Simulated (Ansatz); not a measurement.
# C₂H₇O₃Sc: basis-set convergence

The task here is to estimate one member of a computed series from the others.

Computed with Ansatz 0.2.0, Gaussian basis. Level: one geometry, several basis sets.

Levels to be run: PBE0-D4/def2-SVP; ωB97M-V/def2-SVP; PBE0-D4/def2-QZVPP; ωB97M-V/def2-QZVPP; the functionals' def2-TZVPP values are taken from earlier runs.

### The relaxed structure

The geometry comes from an earlier relaxation with PBE0-D4 in a triple-zeta def2 set; it is a stationary point, not always the lowest conformer.

SMILES `C[O][Sc]([OH])[O]C`, 13 atoms, charge 0, spin multiplicity 1.

Atoms are counted from 1 here; the program's logs count them from 0.

Bond lengths: C1–O2 1.383 Å, C1–H7 1.098 Å, C1–H8 1.098 Å, C1–H9 1.098 Å, O2–Sc3 1.869 Å, Sc3–O4 1.875 Å, Sc3–O5 1.869 Å, O4–H10 0.951 Å, O5–C6 1.383 Å, C6–H11 1.098 Å, C6–H12 1.098 Å, C6–H13 1.098 Å. Angles: O2–C1–H7 111.3°, O2–C1–H8 111.1°, O2–C1–H9 111.1°, H7–C1–H8 107.8°, H7–C1–H9 107.8°, H8–C1–H9 107.5°, C1–O2–Sc3 179.6°, O2–Sc3–O4 120.5°, O2–Sc3–O5 119.1°, O4–Sc3–O5 120.5°, Sc3–O4–H10 180.0°, Sc3–O5–C6 179.6°, O5–C6–H11 111.4°, O5–C6–H12 111.1°, O5–C6–H13 111.1°, H11–C6–H12 107.8°, H11–C6–H13 107.8°, H12–C6–H13 107.5°.

The first run:

Contents of in.yaml:

```yaml
crystal:
  periodic: [false, false, false]
  atoms:
    - {symbol: C, position_ang: [0.475510, -2.746511, 0.827140]}
    - {symbol: O, position_ang: [0.035103, -1.600301, 0.190810]}
    - {symbol: Sc, position_ang: [-0.566474, -0.059196, -0.678167]}
    - {symbol: O, position_ang: [-1.765259, -0.184621, -2.114464]}
    - {symbol: O, position_ang: [0.043313, 1.608659, -0.096300]}
    - {symbol: C, position_ang: [0.488761, 2.847397, 0.327638]}
    - {symbol: H, position_ang: [0.056433, -3.647994, 0.361770]}
    - {symbol: H, position_ang: [1.569421, -2.826164, 0.786788]}
    - {symbol: H, position_ang: [0.182917, -2.748920, 1.884956]}
    - {symbol: H, position_ang: [-2.373798, -0.248205, -2.843032]}
    - {symbol: H, position_ang: [0.039014, 3.657284, -0.261112]}
    - {symbol: H, position_ang: [1.579065, 2.929440, 0.232189]}
    - {symbol: H, position_ang: [0.235993, 3.019142, 1.381786]}
basis:
  gaussian: {orbitals: def2-SVP}
hamiltonian: {xc: pbe0, dispersion: d4}
output: {orbitals: {seedname: orbitals}}
```

The run is started by

```console
$ ansatz run in.yaml --threads 4 --pin off --events-out ev --progress --plain --max-ram 11315MiB
```

Steps of the session up to this table: PBE0-D4 in def2-SVP; ωB97M-V in def2-SVP; PBE0-D4 in def2-QZVPP; ωB97M-V in def2-QZVPP.

One of the session's tables, all rows but one given; the rest of the session is left out.

It belongs to the step «Functionals by basis». 

| functional | basis | HOMO (eV) | LUMO (eV) |
| --- | --- | --- | --- |
| PBE0-D4 | def2-SVP | ? | ? |
| PBE0-D4 | def2-TZVPP | -7.33 | -1.34 |
| PBE0-D4 | def2-QZVPP | -7.35 | -1.35 |
| ωB97M-V | def2-SVP | -9.42 | 0.22 |
| ωB97M-V | def2-TZVPP | -9.71 | 0.05 |
| ωB97M-V | def2-QZVPP | -9.73 | -0.04 |

**Question.** Estimate the row for PBE0-D4, def2-SVP.

The run gave: HOMO (eV): -7.06; LUMO (eV): -1.09. In the column «HOMO (eV)» it is the highest.
